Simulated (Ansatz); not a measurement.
# Hf3Be in Ansatz: convergence with k mesh

Crystal: Hf3Be.

```
CELL_PARAMETERS angstrom
-2.09200 2.09200 4.35305
2.09200 -2.09200 4.35305
2.09200 2.09200 -4.35305
ATOMIC_POSITIONS crystal
Hf 0.50000 0.50000 0.00000
Hf 0.25000 0.75000 0.50000
Hf 0.75000 0.25000 0.50000
Be 0.00000 0.00000 0.00000
```

The cell comes from a database or a generator and needn't be the stable form of this composition.

| Property | Result |
| --- | --- |
| Program | Ansatz 0.2.0 |
| Task | convergence study |
| Functional | PBEsol |
| Potentials or basis | PseudoDojo standard (PBEsol files) |
| Cutoff | 1197 eV (not typed: the program's choice for these potentials) |
| k mesh | 3 × 3 × 3 |
| Occupations | gaussian, width 0.1 eV |
| Spin | no spin polarisation |

These are the settings of the first run; the series varies k mesh, with any setting tied to it.

Hardware: 2 threads of Arm Neoverse V1, on a shared host.

```csv
k mesh,"energy less the tightest run, at zero smearing (meV/atom)",pressure (GPa),SCF cycles,CPU time (s),peak memory (GiB)
3 × 3 × 3,-18.99,-4.35,8,3.9,0.49
4 × 4 × 4,7.02,-3.81,8,7.5,0.52
5 × 5 × 5,-4.00,-3.79,7,8.7,0.53
7 × 7 × 7,1.05,-3.78,7,18,0.62
8 × 8 × 8,0.04,-3.82,7,27,0.7
10 × 10 × 10,-0.05,-3.74,7,46,0.86
12 × 12 × 12,-0.18,-3.75,7,72,1.1
15 × 15 × 15,0.00,-3.74,7,130,1.6
```

Against the tightest run, the energy stays within 1 meV/atom from 8 × 8 × 8 on; the pressure stays within 0.1 GPa from 4 × 4 × 4 on. Meshes of other sizes hit other points, so gaps and Fermi surfaces needn't settle smoothly. The tightest run that finished is the yardstick and may itself not be fully converged.

The run has no spin-orbit coupling, so splittings on Hf are missing.
